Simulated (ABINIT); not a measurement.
A run of ABINIT 10.8.3 (patched build) is set up as follows.

Contents of run.abi:

```
# Pseudopotentials
pp_dirpath "./"
pseudos "Ta.upf, As.upf"

# Structure
acell 3*1.0 Angstrom
rprim
    -1.7218133622     1.7218133622     5.8679415361
     1.7218133622    -1.7218133622     5.8679415361
     1.7218133622     1.7218133622    -5.8679415361
ntypat 2
znucl 73 33
natom 4
typat 1 1 2 2
xred
     0.4999673000     0.4999673000     0.0000000000
     0.2499673000     0.7499673000     0.5000000000
     0.0826321200     0.0826321200     0.0000000000
     0.8326321200     0.3326321200     0.5000000000

# Plane-wave basis
ecut 38.0

# k points
kptopt 1
ngkpt 8 8 8
nshiftk 1
shiftk 0.0 0.0 0.0

# Exchange and correlation
ixc -116133

# Bands and occupations
nband 34
occopt 3
tsmear 0.05 eV

# SCF cycle
nstep 100
tolvrs 1.0e-10

# Output
iomode 3
prtwf 0
prtden 0
prteig 0
prtebands 0
enunit 2
```

Potentials or basis: PseudoDojo NC SR PBEsol v0.4.1 standard.

Command:

```sh
$ mpirun --bind-to none -np 4 abinit run.abi > log 2>&1
```

Q: Predict the pressure.

A: -4.7 GPa.

Q: What does it give for the largest force?

A: 0.022 eV/Å.

Q: What does it give for the band gap on the k mesh?

A: None (metal or under the smearing width).

Forces on the atoms (eV/Å):
```
Ta   0.000  0.000  0.022
Ta   0.000  0.000  0.022
As   0.000  0.000 -0.022
As   0.000  0.000 -0.022
```

Spin-orbit coupling is left out, which matters for the levels of Ta.
